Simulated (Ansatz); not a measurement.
# Al2OsN3: what a guessed cell relaxes into

Where does this trial cell of Al2OsN3 go when cell and atoms are let free?

Program: Ansatz 0.2.0. Level of theory: DFT PBE, scalar-relativistic, plane waves, PAW. These are calculated values, not measurements.

## 1. Starting point

Symmetry: R-3m, No. 166, trigonal system. The conventional cell has a = 4.440 Å, b = 4.440 Å, c = 11.833 Å, α = 90.00°, β = 90.00°, γ = 120.00°. Around Al (site symmetry 3m) lie 3 Os at 2.62 Å and 9 N at 2.64 to 2.82 Å and 4 Al at 2.78 to 2.87 Å. Os (site symmetry -3m) is surrounded by 6 N at 2.35 Å and 6 Al at 2.62 Å. Around N (site symmetry 2/m) lie 4 N at 2.22 Å and 2 Os at 2.35 Å and 6 Al at 2.64 to 2.82 Å.

Structure file:

```
Al Os N
1.0
     2.22022    1.28184    3.94429
    -2.22022    1.28184    3.94429
     0.00000   -2.56369    3.94429
Al Os N
2 1 3
Direct
  0.87858 0.87858 0.87858
  0.12142 0.12142 0.12142
  0.50000 0.50000 0.50000
  0.50000 0.00000 0.50000
  0.50000 0.50000 0.00000
  0.00000 0.50000 0.50000
```

A structure generator made this guess: species swapped into a database cell of Ce2Fe3Rh (R-3m, No. 166), with Al on the Ce sites, N on the Fe sites and Os on the Rh sites. The dimensions are guesses.

## 2. The guess as it stands, on a coarse mesh

Input file input.yaml:

```yaml
crystal:
  lattice:
    - [2.2202187, 1.28184386, 3.94428764]
    - [-2.2202187, 1.28184386, 3.94428764]
    - [0.0, -2.56368773, 3.94428764]
  atoms:
    - { symbol: Al, position: [0.87857598, 0.87857598, 0.87857598] }
    - { symbol: Al, position: [0.12142402, 0.12142402, 0.12142402] }
    - { symbol: Os, position: [0.5, 0.5, 0.5], spin: 1.0 }
    - { symbol: "N", position: [0.5, 0.0, 0.5] }
    - { symbol: "N", position: [0.5, 0.5, 0.0] }
    - { symbol: "N", position: [0.0, 0.5, 0.5] }
basis:
  ecutwfc: 420
kpoints:
  mp_grid: { grid: [6, 6, 6] }
hamiltonian:
  xc: pbe
scf:
  occupations: { method: gaussian, width: 0.1 }
  lower_state_search: "off"
output:
  forces: true
  stress: true
  eigenvalues: true
  populations: true
magnetization:
  spin_polarized: true
```

Started as:

```
> ansatz run input.yaml --threads 1 --pin off --max-ram 2560MiB --backend cpu --events-out ev --progress --plain --runs-dir out
```

Further runs follow: coarse relaxation; final relaxation.

**Question.** What will these runs give? Wanted: conventional cell; volume; energy over the elements; gap on the mesh.

**Answer**, as computed:

```
                                                              quantity                                                                       value
                                symmetry at the end (tolerance 0.05 Å)                                                  space group R-3m (No. 166)
                                                     conventional cell  a = 5.566 Å, b = 5.566 Å, c = 7.572 Å, α = 90.00°, β = 90.00°, γ = 120.00°
                                                                volume                                                               11.29 Å³/atom
energy over the elements (uncorrected; H, N, O, F and Cl as molecules)                                                               +0.33 eV/atom
                                                       gap on the mesh                                                                none (metal)
```

The space group R-3m (No. 166) is kept, and the volume per atom grows by 0.5 % from the first guess. With a positive formation energy it can't be a ground state. No finished test with a distortion of lower symmetry is shown, so the end may be a saddle point. Spin-orbit coupling is left out for Os. A spin-polarised run here lost its starting moments, which speaks against magnetism, though one start doesn't rule it out. Other magnetic orders were not searched.
